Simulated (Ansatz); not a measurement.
# C₃H₉AlO: small, medium and large basis sets

The task here is to estimate one member of a computed series from the others.

Program: Ansatz 0.2.0, Gaussian basis. Level of theory: one geometry, several basis sets. These are calculated values, not measurements.

Plan: PBE0-D4/def2-SVP; ωB97M-V/def2-SVP; PBE0-D4/def2-QZVPP; ωB97M-V/def2-QZVPP; the functionals' def2-TZVPP values are taken from earlier runs.

### The relaxed structure

The geometry comes from an earlier relaxation with PBE0-D4 in a triple-zeta def2 set; it is a stationary point, not always the lowest conformer.

SMILES `C[CH](C)[AlH][OH]`, 14 atoms, charge 0, spin multiplicity 1.

Atoms are counted from 1 here; the program's logs count them from 0.

Bond lengths: C1–C2 1.529 Å, C1–H6 1.095 Å, C1–H7 1.094 Å, C1–H8 1.096 Å, C2–C3 1.528 Å, C2–Al4 1.961 Å, C2–H9 1.102 Å, C3–H10 1.095 Å, C3–H11 1.092 Å, C3–H12 1.097 Å, Al4–O5 1.701 Å, Al4–H13 1.592 Å, O5–H14 0.956 Å. Angles: C2–C1–H6 111.5°, C2–C1–H7 112.5°, C2–C1–H8 111.3°, H6–C1–H7 107.2°, H6–C1–H8 106.7°, H7–C1–H8 107.4°, C1–C2–C3 111.6°, C1–C2–Al4 112.2°, C1–C2–H9 107.2°, C3–C2–Al4 113.4°, C3–C2–H9 107.6°, Al4–C2–H9 104.3°, C2–C3–H10 111.4°, C2–C3–H11 112.2°, C2–C3–H12 111.2°, H10–C3–H11 107.0°, H10–C3–H12 106.9°, H11–C3–H12 107.9° and more.

The first run:

in.yaml reads:

```yaml
crystal:
  periodic: [false, false, false]
  atoms:
    - {symbol: C, position_ang: [-1.186162, 0.221076, 1.212272]}
    - {symbol: C, position_ang: [0.152635, 0.205326, 0.473224]}
    - {symbol: C, position_ang: [0.817912, -1.167980, 0.543753]}
    - {symbol: Al, position_ang: [-0.001855, 0.901912, -1.352884]}
    - {symbol: O, position_ang: [1.029819, 0.242122, -2.533722]}
    - {symbol: H, position_ang: [-1.894850, -0.489713, 0.774059]}
    - {symbol: H, position_ang: [-1.662588, 1.205624, 1.192970]}
    - {symbol: H, position_ang: [-1.063658, -0.062946, 2.264210]}
    - {symbol: H, position_ang: [0.815259, 0.923097, 0.983579]}
    - {symbol: H, position_ang: [0.197828, -1.936234, 0.071075]}
    - {symbol: H, position_ang: [1.786071, -1.184012, 0.038084]}
    - {symbol: H, position_ang: [0.976242, -1.479851, 1.583290]}
    - {symbol: H, position_ang: [-1.013809, 2.054473, -1.778758]}
    - {symbol: H, position_ang: [1.034257, 0.538002, -3.442450]}
basis:
  gaussian: {orbitals: def2-SVP}
hamiltonian: {xc: pbe0, dispersion: d4}
output: {orbitals: {seedname: orbitals}}
```

On the command line:

```console
> ansatz run in.yaml --threads 4 --pin off --events-out ev --progress --plain --max-ram 10444MiB
```

Among the steps run: PBE0-D4 in def2-SVP; ωB97M-V in def2-SVP; PBE0-D4 in def2-QZVPP; ωB97M-V in def2-QZVPP.

One of the session's tables, all rows but one given; the rest of the session is left out.

It belongs to the step «Density functionals: the series». 

| functional | basis | HOMO (eV) |
| --- | --- | --- |
| PBE0-D4 | def2-SVP | -7.13 |
| PBE0-D4 | def2-TZVPP | -7.18 |
| PBE0-D4 | def2-QZVPP | -7.20 |
| ωB97M-V | def2-SVP | -9.31 |
| ωB97M-V | def2-TZVPP | -9.39 |
| ωB97M-V | def2-QZVPP | ? |

**Question.** Estimate the row for ωB97M-V, def2-QZVPP.

**Answer.** HOMO (eV): -9.41. In the column «HOMO (eV)» it is the lowest.
